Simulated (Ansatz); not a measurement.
**H4OSi: interaction energy of a dimer with the counterpoise correction from a Python script**

How strongly do two molecules of H4OSi bind, and how much of that is basis error? Aim: the interaction energy of a dimer with the counterpoise correction, for H4OSi, run from a script. SMILES: O[SiH3].

Computed with the Python package of Ansatz 0.2.0. Level of theory: MP2/def2-SVP.

## (1) The structure

Bond lengths: O1–Si2 1.625 Å, O1–H3 0.952 Å, Si2–H4 1.464 Å, Si2–H5 1.454 Å, Si2–H6 1.464 Å. Angles: O1–Si2–H4 110.3°, O1–Si2–H5 101.6°, O1–Si2–H6 110.3°, H4–Si2–H5 112.8°, H4–Si2–H6 108.8°, H5–Si2–H6 112.9°, Si2–O1–H3 122.3°.

No structure file is read: the coordinates are typed or built in the script.

## (2) Script

Input file dimer.py:

```python
# -*- coding: utf-8 -*-
"""Interaction energy of two H4OSi molecules, with the counterpoise correction."""

import ansatz as az

FIRST = [
    ("O", (0.6099, -0.9822, 0.3985)),
    ("Si", (-0.0571, 0.3744, -0.1976)),
    ("H", (0.1066, -1.6224, 0.8918)),
    ("H", (-1.1317, 0.0436, -1.1349)),
    ("H", (1.0841, 1.0, -0.8452)),
    ("H", (-0.6118, 1.1866, 0.8873)),
]
SECOND = [
    ("O", (-2.9283, 4.7423, -2.2864)),
    ("Si", (-1.7338, 4.0183, -1.4558)),
    ("H", (-3.0768, 5.682, -2.2493)),
    ("H", (-0.4333, 4.549, -1.8681)),
    ("H", (-1.9201, 2.6263, -1.8311)),
    ("H", (-1.9024, 4.2482, -0.0196)),
]

def energy(atoms, ghosts=()):
    molecule = az.Crystal.molecule()
    for symbol, xyz in atoms:
        molecule = molecule.atom(symbol, xyz)
    calc = (
        molecule.calculation()
        .basis(gaussian="def2-SVP")
        .correlation("mp2", electrons="valence")
        .accuracy("medium")
        .scf(lower_state_search="light")
    )
    deck = calc.input()
    if ghosts:
        deck = deck.set(az.key.basis.gaussian.ghost_atoms, [{"symbol": s, "position_ang": list(xyz)} for s, xyz in ghosts])
    return az.Session.from_dict(deck).plan().execute().report["free_energy_ev"]

# monomers in their own basis and in the basis of the dimer
both = energy(FIRST + SECOND)
alone = energy(FIRST) + energy(SECOND)
ghosted = energy(FIRST, SECOND) + energy(SECOND, FIRST)
print(f"dimer {both:.6f} eV")
print(f"interaction, uncorrected   {23.060548 * (both - alone):8.3f} kcal/mol")
print(f"interaction, counterpoise  {23.060548 * (both - ghosted):8.3f} kcal/mol")
print(f"basis-set superposition    {23.060548 * (alone - ghosted):8.3f} kcal/mol")
```

## (3) What the engine is handed

The package turns the script's settings into the engine's input (first run):

```yaml
crystal:
  periodic: [false, false, false]
  atoms:
    - { symbol: O, position_ang: [0.6099, -0.9822, 0.3985] }
    - { symbol: Si, position_ang: [-0.0571, 0.3744, -0.1976] }
    - { symbol: H, position_ang: [0.1066, -1.6224, 0.8918] }
    - { symbol: H, position_ang: [-1.1317, 0.0436, -1.1349] }
    - { symbol: H, position_ang: [1.0841, 1.0, -0.8452] }
    - { symbol: H, position_ang: [-0.6118, 1.1866, 0.8873] }
    - { symbol: O, position_ang: [-2.9283, 4.7423, -2.2864] }
    - { symbol: Si, position_ang: [-1.7338, 4.0183, -1.4558] }
    - { symbol: H, position_ang: [-3.0768, 5.682, -2.2493] }
    - { symbol: H, position_ang: [-0.4333, 4.549, -1.8681] }
    - { symbol: H, position_ang: [-1.9201, 2.6263, -1.8311] }
    - { symbol: H, position_ang: [-1.9024, 4.2482, -0.0196] }
accuracy: medium
basis:
  gaussian:
    orbitals: def2-SVP
correlation:
  method: mp2
  electrons: valence
scf:
  lower_state_search: light
```

## (4) Running it

Started as:

```sh
$ python dimer.py
```

Standard output:

```text
dimer -19934.732342 eV
interaction, uncorrected     -0.436 kcal/mol
interaction, counterpoise     0.152 kcal/mol
basis-set superposition       0.588 kcal/mol
```

Wall time 2.9 s (1 thread of Arm Neoverse V2, shared host); peak memory 0.23 GiB.

## (5) What changed from run to run

The engine's inputs for some of the other runs:

Run 2, against run 1:

```diff
@@ -10,6 +9,0 @@
-    - { symbol: O, position_ang: [-2.9283, 4.7423, -2.2864] }
-    - { symbol: Si, position_ang: [-1.7338, 4.0183, -1.4558] }
-    - { symbol: H, position_ang: [-3.0768, 5.682, -2.2493] }
-    - { symbol: H, position_ang: [-0.4333, 4.549, -1.8681] }
-    - { symbol: H, position_ang: [-1.9201, 2.6263, -1.8311] }
-    - { symbol: H, position_ang: [-1.9024, 4.2482, -0.0196] }
```

Run 3, against run 1:

```diff
@@ -4,6 +3,0 @@
-    - { symbol: O, position_ang: [0.6099, -0.9822, 0.3985] }
-    - { symbol: Si, position_ang: [-0.0571, 0.3744, -0.1976] }
-    - { symbol: H, position_ang: [0.1066, -1.6224, 0.8918] }
-    - { symbol: H, position_ang: [-1.1317, 0.0436, -1.1349] }
-    - { symbol: H, position_ang: [1.0841, 1.0, -0.8452] }
-    - { symbol: H, position_ang: [-0.6118, 1.1866, 0.8873] }
```

Run 5, against run 1:

```diff
@@ -4,6 +3,0 @@
-    - { symbol: O, position_ang: [0.6099, -0.9822, 0.3985] }
-    - { symbol: Si, position_ang: [-0.0571, 0.3744, -0.1976] }
-    - { symbol: H, position_ang: [0.1066, -1.6224, 0.8918] }
-    - { symbol: H, position_ang: [-1.1317, 0.0436, -1.1349] }
-    - { symbol: H, position_ang: [1.0841, 1.0, -0.8452] }
-    - { symbol: H, position_ang: [-0.6118, 1.1866, 0.8873] }
@@ -19,0 +14,7 @@
+    ghost_atoms:
+      - { symbol: O, position_ang: [0.6099, -0.9822, 0.3985] }
+      - { symbol: Si, position_ang: [-0.0571, 0.3744, -0.1976] }
+      - { symbol: H, position_ang: [0.1066, -1.6224, 0.8918] }
+      - { symbol: H, position_ang: [-1.1317, 0.0436, -1.1349] }
+      - { symbol: H, position_ang: [1.0841, 1.0, -0.8452] }
+      - { symbol: H, position_ang: [-0.6118, 1.1866, 0.8873] }
```

## (6) What each run gave

The 5 runs, in the order started:

```
run   system  ghost atoms  energy (eV)  iterations in all  CPU time (s)
  1  H8O2Si2      not set  -19934.7323                 12             1
  2    H4OSi      not set   -9967.3567                 11          0.15
  3    H4OSi      not set   -9967.3568                 11          0.15
  4    H4OSi  a list of 6   -9967.3705                 11          0.57
  5    H4OSi  a list of 6   -9967.3684                 11          0.58
```

Totals carry meaning only in balanced differences at one level of theory.

## (7) Results

```
                        quantity            value
 interaction energy, uncorrected  -0.436 kcal/mol
interaction energy, counterpoise   0.152 kcal/mol
                   runs compared                5
```

**Reading.** The counterpoise correction turns the binding into repulsion: what looked like attraction was the basis set's error. Uncorrected it is -0.436 kcal/mol, with the counterpoise correction 0.152 kcal/mol; the difference, 0.59 kcal/mol, is the superposition error. The sign changes with the correction, so this basis doesn't settle it. The dimer is a generated trial pose of unrelaxed monomers, not a minimum, so the figure is no binding energy, and the basis set is small.
